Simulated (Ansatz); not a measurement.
# NiO: the cost of one run

Method: DFT PBE+U (U_eff = 6.2 eV on Ni 3d), scalar-relativistic, plane waves, PAW, in Ansatz 0.2.0.

### 1 The system as given

The structure is cubic, space group Fm-3m (No. 225). The conventional cell has a = 4.268 Å, b = 4.268 Å, c = 4.268 Å, α = 90.00°, β = 90.00°, γ = 90.00°. Ni (site symmetry m-3m) is surrounded by 6 O at 2.13 Å. O (site symmetry m-3m) is surrounded by 6 Ni at 2.13 Å.

Structure file:

```cif
data_structure
_symmetry_space_group_name_H-M 'Fm-3m'
_symmetry_Int_Tables_number 225
_cell_length_a 4.2677
_cell_length_b 4.2677
_cell_length_c 4.2677
_cell_angle_alpha 90.000
_cell_angle_beta 90.000
_cell_angle_gamma 90.000
_cell_volume 77.73
loop_
_atom_site_label
_atom_site_type_symbol
_atom_site_symmetry_multiplicity
_atom_site_Wyckoff_symbol
_atom_site_fract_x
_atom_site_fract_y
_atom_site_fract_z
_atom_site_occupancy
Ni1 Ni 4 a 0.00000 0.00000 0.00000 1
O1 O 4 b 0.00000 0.50000 0.00000 1
```

An earlier run at PBE+U (U_eff = 6.2 eV on Ni 3d) left this cell at 9.716 Å³/atom and 0.00 GPa (10×10×10 mesh).

### 2 Coarse mesh, to find the state of the open shells

File input.yaml:

```yaml
crystal:
  lattice:
    - [0.0, 1.7424802814, 4.926827382]
    - [-1.5090321892, -0.8712401406, 4.926827382]
    - [1.5090321892, -0.8712401406, 4.926827382]
  atoms:
    - { symbol: Ni, position: [0.5, -0.5, 0.5], spin: 2.0 }
    - { symbol: O, position: [0.25, 0.25, 0.25] }
    - { symbol: Ni, position: [1.0, 0.0, 1.0], spin: -2.0 }
    - { symbol: O, position: [0.75, 0.75, 0.75] }
basis:
  ecutwfc: 420
  ecutrho_ratio: 4
kpoints:
  mp_grid: { grid: [5, 5, 5] }
hamiltonian:
  xc: pbe
  hubbard: { sites: [{ species: Ni, l: d, u_eff: 6.2 }] }
scf:
  occupations: { method: gaussian, width: 0.05 }
output:
  forces: true
  stress: true
  eigenvalues: true
  populations: true
  hubbard: { sites: [{ species: Ni, l: d }] }
magnetization:
  spin_polarized: true
```

Launch:

```console
$ ansatz run input.yaml --threads 4 --pin off --max-ram 10240MiB --backend cpu --events-out ev --progress --plain --runs-dir out
```

What time and memory should one allow on 4 threads of Intel Xeon at 2.70GHz, shared host?

About 4.7 s, with a peak of 0.53 GiB.
